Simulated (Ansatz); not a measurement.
# H4OSn: the cost of one run

Computed with Ansatz 0.2.0, Gaussian basis. Level: PBE0-D4, def2-SVP first, then def2-TZVP.

105 further runs of the same task are left out: 105 set aside as unsound or not needed.

**1. Where the work starts**

The guess: 6 atoms, charge 0, spin multiplicity 1.

Atoms are counted from 1 here; the program's logs count them from 0.

Bond lengths: Sn1–O2 2.399 Å, Sn1–H4 1.956 Å, Sn1–H5 1.850 Å, O2–H3 1.266 Å, O2–H6 0.956 Å. Angles: O2–Sn1–H4 72.7°, O2–Sn1–H5 87.3°, H4–Sn1–H5 86.1°, Sn1–O2–H3 67.6°, Sn1–O2–H6 114.7°, H3–O2–H6 103.8°.

As a file:

```mol
H4OSn
  3D, bonds by distance, orders not assigned

  6  5  0  0  0  0  0  0  0  0999 V2000
   -0.5268    1.2917   -0.4493 Sn  0  0
    1.2138   -0.0978    0.4429 O   0  0
    0.0703   -0.4150    0.8826 H   0  0
   -1.3448    0.1261    0.8923 H   0  0
   -0.8711   -0.0672   -1.6570 H   0  0
    1.4586   -0.8378   -0.1114 H   0  0
  1  2  8  0
  1  4  8  0
  1  5  8  0
  2  3  8  0
  2  6  8  0
M  END
```

Distances that are to change: O2–H3 1.27 Å, Sn1–O2 2.40 Å, Sn1–H3 2.25 Å.

**2. Constrained relaxation of the guess**

Input file hold/in.yaml:

```yaml
crystal:
  periodic: [false, false, false]
  atoms:
    - {symbol: Sn, position_ang: [-0.526800, 1.291700, -0.449300]}
    - {symbol: O, position_ang: [1.213800, -0.097800, 0.442900]}
    - {symbol: H, position_ang: [0.070300, -0.415000, 0.882600]}
    - {symbol: H, position_ang: [-1.344800, 0.126100, 0.892300]}
    - {symbol: H, position_ang: [-0.871100, -0.067200, -1.657000]}
    - {symbol: H, position_ang: [1.458600, -0.837800, -0.111400]}
basis:
  gaussian: {orbitals: def2-SVP}
hamiltonian: {xc: pbe0, dispersion: d4}
relax: {f_tol: 0.08, max_steps: 120, escape_saddle: false, constraints: [{distance: [1, 2]}, {distance: [0, 1]}, {distance: [0, 2]}]}
```

The run is started by

```console
ansatz run in.yaml --threads 2 --pin off --events-out ev --progress --plain --max-ram 4352MiB
```

**Question.** How long does this run take on 2 threads of Intel Xeon 6975P-C, shared host?

About 6.5 s.
